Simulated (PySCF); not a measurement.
# F3HSi (trifluorosilane): the cost of one run

Programs: PySCF 2.14.0, with density-fitted response routines of our own. Each step states its level of theory. These are calculated values for one molecule in the gas phase, unless marked as measured. Atoms are numbered from 0 throughout.

## (1) The starting structure

5 atoms, charge 0, multiplicity 1; geometry from: GFN2-xTB.

Bonds of the start (Å): F0–Si1 1.58, Si1–F2 1.58, Si1–F3 1.58, Si1–H4 1.43.

## (2) Relaxing the molecule at PBE0-D3(BJ)/def2-SVP

The job: settings as JSON, then the geometry in Å.

```
{"job": {"xc": "PBE0", "basis": "def2-SVP", "d3": "d3bj", "grid": 1, "kind": "geom"}, "charge": 0, "multiplicity": 1}
F     -0.657150     1.319280    -0.474550
Si     0.015380     0.002220     0.082130
F     -0.908120    -1.185010    -0.402280
F      1.357980    -0.152140    -0.736280
H      0.209160     0.021350     1.496610
```

Launch:

```bash
OMP_NUM_THREADS=1 python probes_run.py task.json out
```

One launch serves the whole session: the jobs run in the order shown.

Q: Estimate the wall time and peak memory of this first job on 1 thread of Intel Xeon 6975P-C, shared host.

About 7.1 s, with a peak of 0.28 GiB.
